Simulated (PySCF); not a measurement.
# BeS: from the state search to spectroscopic constants

One table from this session's results is given with a row withheld; the runs are named, their logs left out.

The runs use PySCF 2.14.0; Be x2c-TZVPPall, S x2c-TZVPPall, spin-free X2C with a Gaussian nucleus.

Set-up of the first run:

The job is set up so:

```json
{
 "atoms": "Be, S",
 "charge": "0",
 "basis": "Be x2c-TZVPPall, S x2c-TZVPPall",
 "Hamiltonian": "spin-free X2C with a Gaussian nucleus",
 "basis functions": "61",
 "electrons treated": "20",
 "masses in u": "9.0122, 31.9721",
 "levels": "PBE0, PBE, r²SCAN, MN15, B2PLYP, TPSS, r²SCANh, CAM-B3LYP, HF, MP2, SCS-MP2, CCSD, CCSD(T)",
 "grid": "80 radial by 434 angular points",
 "occupations": "held fixed by the projection of orbital angular momentum",
 "dissociation limit": "Be + S, each in its ground configuration",
 "starting distance in angstrom": "1.945",
 "values of 2S to try": "0, 2"
}
```

Launch:

```
> OMP_NUM_THREADS=1 python dia.py task.json out
```

Steps of the session up to this table: The job; PBE0 along the bond; Higher solutions at PBE0; PBE (GGA); r²SCAN (meta-GGA); MN15; B2PLYP (double hybrid); TPSS; r²SCANh; CAM-B3LYP; RHF (mean field); Adding correlation.

One table of the session follows, with a row left open; its other results are not shown here.

```
      level  Re (Å)  ωe (cm⁻¹)  De (eV)
        RHF       ?          ?        ?
    RHF-MP2   1.764        979     3.30
RHF-SCS-MP2   1.764        976     3.08
   RHF-CCSD   1.755        992     2.57
RHF-CCSD(T)   1.768        959     2.82
        PBE   1.758        976     3.68
       TPSS   1.754        982     3.47
     r²SCAN   1.748       1008     3.64
    r²SCANh   1.744       1018     3.53
       PBE0   1.742       1017     3.41
       MN15   1.738       1011     3.48
  CAM-B3LYP   1.732       1033     3.22
     B2PLYP   1.754        984     3.30
```

Estimate the missing values for RHF.

The run gave: Re (Å): 1.730; ωe (cm⁻¹): 1059; De (eV): 1.55. In the column «Re (Å)» it is the lowest.

De is counted to Be + S in their ground configurations.
